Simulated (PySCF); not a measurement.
# C₇H₁₃NSi: NMR shifts in solvents

Aim: compute the NMR shifts of C₇H₁₃NSi (`C#C[C@@H]1CCCN1[SiH2]C`), and see what a dielectric continuum does where one was used.

Programs: PySCF 2.14.0, with density-fitted response routines of our own. Each step states its level of theory. These are calculated values for one molecule, in the gas phase or a continuum, unless marked as measured. Atoms count from 0, in the outputs and in this text.

**1. Starting geometry**

22 atoms, charge 0, multiplicity 1; geometry from: GFN2-xTB. The atoms were then displaced at random by about 0.01 Å, so the start is not that level's minimum.

Bonds of the start (Å): C0–C1 1.18, C1–C2 1.45, C2–C3 1.49, C3–C4 1.53, C4–C5 1.53, C5–N6 1.46, N6–Si7 1.72, Si7–C8 1.87, N6–C2 1.47, C0–H9 1.08, C2–H10 1.09, C3–H11 1.10, C3–H12 1.08, C4–H13 1.09, C4–H14 1.09, C5–H15 1.09, C5–H16 1.10, Si7–H17 1.49, Si7–H18 1.48, C8–H19 1.10, C8–H20 1.09, C8–H21 1.08.

**2. Relaxing the molecule at PBE0-D3(BJ)/def2-SVP**

The job: settings as JSON, then the geometry in Å.

```
{"job": {"xc": "PBE0", "basis": "def2-SVP", "d3": "d3bj", "grid": 1, "shake": 0.01, "kind": "geom"}, "charge": 0, "multiplicity": 1}
C     -0.935760     2.676860     0.177370
C     -0.719270     1.624840    -0.300710
C     -0.416730     0.295180    -0.805970
C     -1.640450    -0.467900    -1.160990
C     -2.123790    -0.992440     0.196820
C     -0.802400    -1.305270     0.906660
N      0.227720    -0.534250     0.225880
Si     1.818070    -0.348950     0.847340
C      2.832410     0.600800    -0.399730
H     -1.170790     3.651390     0.572530
H      0.273330     0.395900    -1.642010
H     -2.412280     0.162430    -1.632360
H     -1.452890    -1.292280    -1.826480
H     -2.791610    -1.850440     0.144710
H     -2.649150    -0.204070     0.743910
H     -0.552530    -2.360830     0.829520
H     -0.836410    -1.054870     1.973480
H      1.834000     0.368110     2.147770
H      2.320350    -1.723560     1.057010
H      2.863450     0.081130    -1.365070
H      2.413060     1.586660    -0.611220
H      3.856610     0.695910    -0.064970
```

Run with:

```console
$ OMP_NUM_THREADS=1 python probes_run.py task.json out
```

One launch serves the whole session: the jobs run in the order shown.

Output:

```text
step   0  E = -617.92629143  max force = 0.079543
step   1  E = -617.93478543  max force = 0.005759
step   2  E = -617.93496962  max force = 0.001011
step   3  E = -617.93500860  max force = 0.000874
step   4  E = -617.93502832  max force = 0.000719
step   5  E = -617.93504989  max force = 0.000628
step   6  E = -617.93507481  max force = 0.000536
step   7  E = -617.93509984  max force = 0.000797
step   8  E = -617.93512105  max force = 0.000859
step   9  E = -617.93513923  max force = 0.000658
step  10  E = -617.93515031  max force = 0.000315
optimisation converged
```

Run time: 6 min. Hardware: 1 thread of Arm Neoverse N1, shared host; peak memory 0.87 GiB.

Step by step:

```
step  energy from step 0 (eV)  largest force component (eV/Å)
   0                   0.0000                          4.0903
   1                  -0.2311                          0.2961
   2                  -0.2361                          0.0520
   3                  -0.2372                          0.0449
   4                  -0.2377                          0.0370
   5                  -0.2383                          0.0323
   6                  -0.2390                          0.0276
   7                  -0.2397                          0.0410
   8                  -0.2403                          0.0442
   9                  -0.2408                          0.0338
  10                  -0.2411                          0.0162
```

Close pairs (by a distance rule), those that changed most:

| bond | before (Å) | after (Å) | change (Å) |
| --- | --- | --- | --- |
| C2–C3 | 1.485 | 1.536 | +0.051 |
| C0–C1 | 1.176 | 1.212 | +0.036 |
| C3–H12 | 1.076 | 1.101 | +0.025 |
| N6–Si7 | 1.717 | 1.742 | +0.024 |
| Si7–H18 | 1.478 | 1.499 | +0.020 |
| C5–H15 | 1.087 | 1.107 | +0.020 |
| C1–C2 | 1.454 | 1.473 | +0.019 |
| C8–H21 | 1.082 | 1.101 | +0.019 |

The end geometry stands in the next job.

| at the end point | value |
| --- | --- |
| point group (found at 0.08 Å tolerance) | C1 |
| rotational constants (GHz, main isotopes) | 1.808, 1.169, 0.859 |
| dipole moment (D) | 1.01 |

**3. Shielding tensors: PBE0/pcSseg-1 in acetone**

The job: settings as JSON, then the geometry in Å.

```
{"job": {"kind": "nmr", "xc": "PBE0", "basis": "pcSseg-1", "solvent": "acetone", "pop": true}, "charge": 0, "multiplicity": 1}
C     -0.435798     2.886101     0.065431
C     -0.316356     1.763826    -0.376537
C     -0.120763     0.397801    -0.892882
C     -1.450618    -0.305190    -1.203158
C     -1.834380    -0.878115     0.154262
C     -0.494015    -1.346472     0.721302
N      0.501817    -0.493578     0.078417
Si     2.097057    -0.255126     0.735178
C      3.149255     0.654269    -0.518192
H     -0.547927     3.876512     0.466266
H      0.496890     0.474803    -1.805358
H     -2.199345     0.375831    -1.630779
H     -1.258115    -1.113019    -1.926680
H     -2.578208    -1.685532     0.095328
H     -2.254180    -0.078760     0.785175
H     -0.310854    -2.411518     0.481105
H     -0.474321    -1.260195     1.822817
H      2.087202     0.505222     2.031840
H      2.659701    -1.608754     1.046356
H      3.202202     0.100472    -1.468140
H      2.737628     1.655669    -0.718213
H      4.174141     0.780182    -0.136799
```

With the program's defaults for keys left out, this is: GIAO PBE0/pcSseg-1 NMR shielding, non-relativistic, IEF-PCM acetone.

Output:

```text
coarse grid: 18352 points
cycle   1  E = -618.0780199935  dE =  9.602e-01  |g| = 5.010e-01  |ddm| = 4.293e+00
cycle   2  E = -618.0723943234  dE =  5.626e-03  |g| = 5.341e-01  |ddm| = 9.921e-01
cycle   3  E = -618.1402327518  dE = -6.784e-02  |g| = 7.639e-02  |ddm| = 5.308e-01
cycle   4  E = -618.1412154766  dE = -9.827e-04  |g| = 3.334e-02  |ddm| = 1.016e-01
cycle   5  E = -618.1414559376  dE = -2.405e-04  |g| = 7.341e-03  |ddm| = 3.726e-02
cycle   6  E = -618.1414674439  dE = -1.151e-05  |g| = 1.768e-03  |ddm| = 8.320e-03
cycle   7  E = -618.1414682431  dE = -7.992e-07  |g| = 3.646e-04  |ddm| = 2.033e-03
final grid: 171216 points
cycle   8  E = -618.1952516587  dE = -4.141e-05  |g| = 8.157e-03  |ddm| = 3.911e-02
cycle   9  E = -618.1952449225  dE =  6.736e-06  |g| = 9.794e-03  |ddm| = 1.751e-02
cycle  10  E = -618.1952687616  dE = -2.384e-05  |g| = 1.277e-03  |ddm| = 9.980e-03
cycle  11  E = -618.1952690882  dE = -3.267e-07  |g| = 4.715e-04  |ddm| = 1.320e-03
cycle  12  E = -618.1952691388  dE = -5.057e-08  |g| = 1.289e-04  |ddm| = 4.345e-04
cycle  13  E = -618.1952691424  dE = -3.619e-09  |g| = 4.305e-05  |ddm| = 1.303e-04
cycle  14  E = -618.1952691428  dE = -3.820e-10  |g| = 1.096e-05  |ddm| = 5.185e-05
converged SCF energy = -618.1952691428

GIAO shielding tensors (ppm)
atom      isotropic    diamagn.    paramagn.     s11        s22        s33       span
  0 C      106.575     258.875    -152.300     37.077     47.242    235.406    198.329
  1 C       92.863     266.973    -174.110    -15.534     -5.240    299.363    314.897
  2 C      133.309     239.467    -106.158    110.637    131.554    157.735     47.098
  3 C      147.568     249.716    -102.148    124.894    152.151    165.659     40.765
  4 C      155.880     249.746     -93.866    130.298    167.576    169.765     39.468
  5 C      135.191     242.541    -107.350    104.774    130.503    170.298     65.524
  6 N      224.120     329.663    -105.542    154.902    248.984    268.475    113.573
  7 Si     382.656     881.185    -498.528    337.285    365.887    444.797    107.512
  8 C      190.791     254.580     -63.789    184.128    190.676    197.569     13.441
  9 H       28.639      33.443      -4.804     23.466     23.843     38.608     15.143
 10 H       27.159      30.210      -3.051     24.006     25.542     31.930      7.924
 11 H       29.371      29.418      -0.047     25.143     26.980     35.990     10.847
 12 H       29.368      30.684      -1.316     24.669     26.866     36.569     11.900
 13 H       29.388      28.605       0.783     24.807     26.155     37.202     12.395
 14 H       29.201      30.406      -1.205     25.887     26.449     35.266      9.380
 15 H       28.251      29.461      -1.210     22.493     26.328     35.931     13.439
 16 H       28.188      29.499      -1.311     23.475     26.855     34.235     10.760
 17 H       26.614      30.033      -3.419     23.118     24.988     31.737      8.619
 18 H       26.683      29.536      -2.853     22.860     25.098     32.091      9.230
 19 H       30.733      30.304       0.429     26.123     28.753     37.322     11.200
 20 H       30.403      31.438      -1.035     25.080     30.135     35.994     10.914
 21 H       31.019      26.675       4.344     26.572     26.997     39.488     12.916
```

It took 78 s on 1 thread of Arm Neoverse N1, shared host; peak memory 1.2 GiB.

The references, computed at this level on geometries of the same kind, shield at (ppm): 1H TMS 31.24, 13C TMS 185.4, 29Si TMS 351.8, 15N NH3 268.4. Their shielding less the atom's gives the shift. The references are single molecules in the same continuum, so shifts against H2O, NH3, PH3, H3PO4 or CFCl3 are not on the usual liquid scales and can be off by tens of ppm. Atoms listed in one row are averaged.

```csv
atoms,environment,σ (ppm),δ (ppm)
C1,alkyne carbon,92.9,92.6
C0,terminal alkyne carbon,106.6,78.9
C2,propargylic sp3 CH bonded to N,133.3,52.1
C5,sp3 CH2 bonded to N,135.2,50.2
C3,sp3 CH2 in a ring,147.6,37.9
C4,sp3 CH2 in a ring,155.9,29.6
C8,methyl carbon bonded to Si,190.8,-5.4
H17,"hydrogen on a silicon bonded to C, N",26.61,4.63
H18,"hydrogen on a silicon bonded to C, N",26.68,4.56
H10,hydrogen on a propargylic sp3 CH bonded to N,27.16,4.08
H16,hydrogen on an sp3 CH2 bonded to N,28.19,3.05
H15,hydrogen on an sp3 CH2 bonded to N,28.25,2.99
H9,hydrogen on a terminal alkyne carbon,28.64,2.60
H14,hydrogen on an sp3 CH2 in a ring,29.20,2.04
H12,hydrogen on an sp3 CH2 in a ring,29.37,1.87
H11,hydrogen on an sp3 CH2 in a ring,29.37,1.87
H13,hydrogen on an sp3 CH2 in a ring,29.39,1.85
"H19, H20, H21",hydrogen on a methyl carbon bonded to Si,30.72,0.52
N6,"nitrogen bonded to 2 C, Si, in a 5-membered ring",224.1,44.3
Si7,"silicon bonded to C, N, 2 H",382.7,-30.9
```

Charges from the same density, by scheme (e):

| atoms | Mulliken | IAO | Hirshfeld | ESP fit |
| --- | --- | --- | --- | --- |
| C0 | -0.42 | -0.27 | -0.13 | -0.51 |
| C1 | 0.29 | -0.06 | -0.05 | 0.05 |
| C2 | -0.06 | -0.02 | 0.03 | 0.08 |
| C3 | -0.18 | -0.25 | -0.06 | -0.22 |
| C4 | -0.25 | -0.26 | -0.07 | 0.02 |
| C5 | 0.05 | -0.15 | -0.02 | -0.02 |
| N6 | -0.81 | -0.53 | -0.18 | -0.42 |
| Si7 | 0.79 | 0.89 | 0.35 | 0.73 |
| C8 | -0.67 | -0.72 | -0.21 | -0.68 |

Mayer bond orders: C0–C1 2.54, C1–C2 0.90, C2–C3 1.04, C3–C4 1.02, C4–C5 1.03, C5–N6 0.92, N6–Si7 0.93, Si7–C8 0.97, N6–C2 0.94.

Ring of atoms C2, C3, C4, C5, N6: NICS(0) -7.7, NICS(1) -3.8, NICS(1)zz -5.4 ppm (means of both faces).

**4. Nuclear shieldings: PBE0/pcSseg-1 in methanol**

Same as in step 3 but for these lines:

```diff
@@ -1,2 +1,2 @@
-{"job": {"kind": "nmr", "xc": "PBE0", "basis": "pcSseg-1", "solvent": "acetone", "pop": true}, "charge": 0, "multiplicity": 1}
+{"job": {"kind": "nmr", "xc": "PBE0", "basis": "pcSseg-1", "solvent": "methanol", "pop": false}, "charge": 0, "multiplicity": 1}
 C     -0.435798     2.886101     0.065431
```

Method: GIAO PBE0/pcSseg-1 NMR shielding, non-relativistic, IEF-PCM methanol.

Output:

```text
coarse grid: 18352 points
cycle   1  E = -618.0782736379  dE =  9.599e-01  |g| = 5.008e-01  |ddm| = 4.293e+00
cycle   2  E = -618.0727451186  dE =  5.529e-03  |g| = 5.335e-01  |ddm| = 9.892e-01
cycle   3  E = -618.1404281396  dE = -6.768e-02  |g| = 7.621e-02  |ddm| = 5.291e-01
cycle   4  E = -618.1414059762  dE = -9.778e-04  |g| = 3.330e-02  |ddm| = 1.012e-01
cycle   5  E = -618.1416457777  dE = -2.398e-04  |g| = 7.356e-03  |ddm| = 3.706e-02
cycle   6  E = -618.1416572758  dE = -1.150e-05  |g| = 1.823e-03  |ddm| = 8.300e-03
cycle   7  E = -618.1416580942  dE = -8.184e-07  |g| = 5.091e-04  |ddm| = 2.039e-03
final grid: 171216 points
cycle   8  E = -618.1954404241  dE = -4.154e-05  |g| = 8.126e-03  |ddm| = 3.909e-02
cycle   9  E = -618.1954343164  dE =  6.108e-06  |g| = 9.645e-03  |ddm| = 1.723e-02
cycle  10  E = -618.1954574932  dE = -2.318e-05  |g| = 1.063e-03  |ddm| = 9.709e-03
cycle  11  E = -618.1954577059  dE = -2.128e-07  |g| = 4.394e-04  |ddm| = 1.220e-03
cycle  12  E = -618.1954577485  dE = -4.255e-08  |g| = 1.292e-04  |ddm| = 4.168e-04
cycle  13  E = -618.1954577522  dE = -3.686e-09  |g| = 4.401e-05  |ddm| = 1.269e-04
cycle  14  E = -618.1954577526  dE = -4.065e-10  |g| = 1.106e-05  |ddm| = 5.003e-05
converged SCF energy = -618.1954577526

GIAO shielding tensors (ppm)
atom      isotropic    diamagn.    paramagn.     s11        s22        s33       span
  0 C      106.570     258.844    -152.274     37.046     47.214    235.451    198.405
  1 C       92.805     266.987    -174.182    -15.620     -5.320    299.355    314.975
  2 C      133.323     239.488    -106.165    110.637    131.585    157.748     47.110
  3 C      147.574     249.716    -102.142    124.892    152.162    165.668     40.776
  4 C      155.878     249.759     -93.880    130.295    167.568    169.772     39.477
  5 C      135.200     242.551    -107.351    104.762    130.525    170.314     65.551
  6 N      224.127     329.664    -105.538    154.914    248.963    268.503    113.589
  7 Si     382.643     881.186    -498.543    337.214    365.905    444.811    107.596
  8 C      190.805     254.582     -63.777    184.142    190.688    197.585     13.444
  9 H       28.626      33.434      -4.808     23.448     23.825     38.605     15.157
 10 H       27.152      30.201      -3.049     23.997     25.534     31.925      7.928
 11 H       29.370      29.416      -0.046     25.140     26.978     35.991     10.851
 12 H       29.362      30.675      -1.313     24.661     26.858     36.567     11.905
 13 H       29.381      28.597       0.783     24.798     26.146     37.198     12.399
 14 H       29.205      30.411      -1.206     25.891     26.454     35.270      9.379
 15 H       28.249      29.459      -1.210     22.489     26.326     35.931     13.442
 16 H       28.187      29.498      -1.311     23.472     26.854     34.235     10.762
 17 H       26.619      30.042      -3.423     23.123     24.993     31.742      8.619
 18 H       26.684      29.540      -2.856     22.861     25.098     32.093      9.231
 19 H       30.725      30.296       0.429     26.113     28.743     37.320     11.207
 20 H       30.406      31.440      -1.034     25.083     30.138     35.997     10.914
 21 H       31.014      26.668       4.346     26.564     26.991     39.487     12.923
```

Wall time 74 s (1 thread of Arm Neoverse N1, shared host); peak memory 1.3 GiB.

Key values: δ C1 92.7, C0 78.9, C2 52.1, C5 50.3, H17 4.62, H18 4.56 ppm.

**5. Comparing the runs: NMR shifts**

Shifts (ppm) of some atoms, chosen among heavy atoms and hydrogens apart, with basis size and wall time:

```
                      run    C1    C0    C3    C4    H9   H13    N6  functions  time
 PBE0/pcSseg-1 in acetone  92.6  78.9  37.9  29.6  2.60  1.85  44.3        225  78 s
PBE0/pcSseg-1 in methanol  92.7  78.9  37.9  29.6  2.61  1.86  44.4        225  74 s
```

The continuum's effect on the ground state:

```csv
solvent,ε,polarisation energy (Eh),μ (D)
acetone,20.49,-0.0063,1.33
methanol,32.61,-0.0065,1.34
```

**6. Results**

| quantity | value |
| --- | --- |
| point group | C1 |
| rotational constants (main isotopes) | 1.81, 1.17, 0.86 GHz |
| 13C shifts against TMS (PBE0/pcSseg-1, acetone) | 92.6, 78.9, 52.1, 50.2, 37.9, 29.6, -5.4 ppm |
| 1H shifts against TMS (PBE0/pcSseg-1, acetone, means over atoms taken as alike) | 4.63, 4.56, 4.08, 3.05, 2.99, 2.60, 2.04, 1.87, 1.87, 1.85, 0.52 ppm |
| 15N shifts against NH3 (PBE0/pcSseg-1, acetone) | 44.3 ppm |
| 29Si shifts against TMS (PBE0/pcSseg-1, acetone) | -30.9 ppm |
| range of the shift of C1 | 92.6 to 92.7 ppm |

Over 10 steps the energy fell by 0.241 eV; of the close pairs, C2–C3 changed most, 1.485 to 1.536 Å. No frequency check was run at this level, so the end point may be a saddle. At PBE0/pcSseg-1: The widest tensor belongs to C1: span 315 ppm, with a paramagnetic part of -174 ppm. Across the 2 runs the shift of C1 moves most, between 92.6 (PBE0/pcSseg-1 in acetone) and 92.7 ppm (PBE0/pcSseg-1 in methanol). Part of that comes from the computed reference. The continuum holds electrostatics alone: no hydrogen bonds to the solvent, and the gas-phase geometry is kept.
